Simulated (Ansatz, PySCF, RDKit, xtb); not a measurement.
**C4H3N3: ranking a sample of isomers**

Which of a sample of isomers of C4H3N3 is the most stable in the gas at 298.15 K, and what are its properties? The sample is small against all isomers, and the most stable one of this formula need not be in it.

Plan: many cheap relaxations first (GFN2-xTB), then density-functional screening, relaxation at r2SCAN-D4/def2-SVP, vibrations (at GFN2-xTB) and a final energy. The numbers are computed, not measured.

## (1) Possible bonding patterns

Isomers were taken from a list of plausible structures; this is a sample, not all of them. That gives 9 candidates.

| label | SMILES | spin |
| --- | --- | --- |
| c006 | C#Cc1cnn[nH]1 | singlet |
| c070 | N#Cc1ccn[nH]1 | singlet |
| c154 | C#Cc1nnc[nH]1 | singlet |
| c231 | N#Cc1ncc[nH]1 | singlet |
| c273 | N#C[C@@H]1N=CC1=N | singlet |
| c337 | N#CC1=NCC=N1 | singlet |
| c487 | N#Cc1cn[nH]c1 | singlet |
| c926 | N#C/C=N/CC#N | singlet |
| c927 | N#Cc1c[nH]cn1 | singlet |

Candidates are built by distance geometry, with a force field where one applies, in up to four conformers (letters a to d).

Q: Predict the outcome of this search (final energies at CCSD(T)/def2-SVP + MP2/def2-TZVPP - MP2/def2-SVP).

| quantity | value |
| --- | --- |
| lowest structure found | N#Cc1c[nH]cn1, singlet |
| next finalist | N#Cc1ncc[nH]1, singlet, 2.6 kcal/mol higher in G |
| share at equilibrium, among the finalists | 98.7 % |
| dipole moment (PBE0/def2-SVPD) | 7.59 D |
| HOMO energy (PBE0/def2-SVPD) | -7.47 eV |
| LUMO energy (PBE0/def2-SVPD) | -0.84 eV |
| HOMO–LUMO gap (PBE0/def2-SVPD) | 6.63 eV |
| lowest excitation (TD-PBE0/def2-SVPD) | 6.07 eV (f = 0.211) |
| strongest of the states computed, same level | 7.20 eV (f = 0.229) |
| lowest triplet excitation, same level, Tamm-Dancoff | 4.03 eV |
| vertical ionisation energy | 9.47 eV |
| vertical electron affinity | -1.04 eV (unbound: the value depends on the basis) |
| vertical triplet less singlet | +4.02 eV |

`N#Cc1c[nH]cn1` comes out lowest. The margin, 2.6 kcal/mol, is modest. GFN2-xTB, HF/STO-3G, r2SCAN-D4/def2-SVP, r2SCAN-D4/def2-SVP, relaxed, HF/def2-SVP and MP2/def2-SVP already put its bonding pattern lowest among the structures in one piece. The search is not exhaustive (a finite list of starts, one conformer a finalist), so a lower isomer can't be ruled out. Only 9 drawn patterns were tried, so whole families of isomers are missing, and the result ranks this sample alone.
